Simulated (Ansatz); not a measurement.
Runs of Ansatz 0.2.0 on GeW. The structure is cubic, space group Fm-3m (No. 225). Conventional cell: a = 5.155 Å, b = 5.155 Å, c = 5.155 Å, α = 90.00°, β = 90.00°, γ = 90.00°. Ge (site symmetry m-3m) is surrounded by 6 W at 2.58 Å. Around W (site symmetry m-3m) lie 6 Ge at 2.58 Å. The cell was built by a generator and needn't be a form met in nature.

```tsv
task	level	cell	k mesh	atoms under strain	gap on the mesh (eV)	pressure (GPa)	relaxed volume (Å³/atom)
phonons	LDA	as given	7 × 7 × 7	-	none	-	-
relaxation of cell and atoms	BLYP+D4	relaxed	9 × 9 × 9	-	none	0.0	17.07
elastic constants	LDA	as given	7 × 7 × 7	relaxed	none	-9.7	-
relaxation of cell and atoms	BLYP+D3(BJ)	relaxed	9 × 9 × 9	-	none	0.0	(a)
```

Alike in all rows: potentials or basis Ansatz PAW; no spin polarisation; cutoff (eV) 420; smearing fermi-dirac 0.05 eV.

Estimate the missing entries.

(a) 16.79.

Caveats: the PAW data sets come from PBE, with cores solved anew for the run's functional, which leaves a small shift of forces and pressure; the plane-wave basis is chosen anew once the cell has moved, so the energies of steps on either side of that aren't comparable (some runs); pairwise dispersion overbinds metals, which lowers pressure and volume (some runs); the cell is more than 3 GPa from zero pressure, which shifts response properties (some runs); elastic constants of metals need much finer meshes, so these are rough (some runs).

A k mesh can miss the band edges, and the runs leave out spin-orbit coupling on Ge, W.

A gap of «none» marks a metal or a gap under the smearing width.

Runs at the PBE level aren't shown here.
